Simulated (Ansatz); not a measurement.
# InSb: the cost of one run

Program: Ansatz 0.2.0. Level of theory: DFT r2SCAN, scalar-relativistic, plane waves, PAW. These are calculated values, not measurements.

3 further runs of the same task are left out: 1 that didn't finish, 2 set aside as unsound or not needed.

**1. The system as given**

The structure is cubic, space group F-43m (No. 216). The conventional cell has a = 6.555 Å, b = 6.555 Å, c = 6.555 Å, α = 90.00°, β = 90.00°, γ = 90.00°. In (site symmetry -43m) has 4 Sb at 2.84 Å as nearest neighbours. Sb (site symmetry -43m) has 4 In at 2.84 Å as nearest neighbours.

Coordinates:

```cif
data_structure
_symmetry_space_group_name_H-M 'F-43m'
_symmetry_Int_Tables_number 216
_cell_length_a 6.5552
_cell_length_b 6.5552
_cell_length_c 6.5552
_cell_angle_alpha 90.000
_cell_angle_beta 90.000
_cell_angle_gamma 90.000
_cell_volume 281.68
loop_
_atom_site_label
_atom_site_type_symbol
_atom_site_symmetry_multiplicity
_atom_site_Wyckoff_symbol
_atom_site_fract_x
_atom_site_fract_y
_atom_site_fract_z
_atom_site_occupancy
In1 In 4 a 0.00000 0.00000 0.00000 1
Sb1 Sb 4 d 0.25000 0.25000 0.75000 1
```

This cell was relaxed beforehand with the same method: volume 35.21 Å³/atom, gap on the mesh none (metal).

**2. Bands, states and charges**

input.yaml reads:

```yaml
crystal:
  lattice:
    - [0.0, 3.2775773618, 3.2775773618]
    - [3.2775773618, 0.0, 3.2775773618]
    - [3.2775773618, 3.2775773618, 0.0]
  atoms:
    - { symbol: In, position: [0.0, 0.0, 0.0] }
    - { symbol: Sb, position: [0.25, 0.25, 0.25] }
basis:
  ecutwfc: 500
kpoints:
  mp_grid: { grid: [12, 12, 12] }
  band_path:
    path:
      - [[0.0, 0.0, 0.0], [-0.5, -0.5, 0.0], [-0.375, -0.375, 0.25]]
      - [[-0.375, 0.0, 0.375], [0.0, 0.0, 0.0], [0.0, 0.0, 0.5], [-0.5, -0.25, 0.25], [-0.5, -0.5, 0.0]]
    npoints: 14
hamiltonian:
  xc: r2scan
scf:
  occupations: { method: gaussian, width: 0.1 }
  n_extra_bands: 6
output:
  forces: true
  stress: true
  eigenvalues: true
  populations: true
  dos: { projected: true, de: 0.02, nscf_kmesh: { grid: [18, 18, 18] } }
  bader: true
  write_density: true
  write_potential: true
  elf: true
  volumetric_format: npy
```

On the command line:

```bash
$ ansatz run input.yaml --threads 1 --pin off --max-ram 2560MiB --backend cpu --events-out ev --progress --plain --runs-dir out
```

**Question.** How long does this run take on 1 thread of Arm Neoverse V1, shared host, and how much memory does it need?

About 87 s, with a peak of 0.6 GiB.
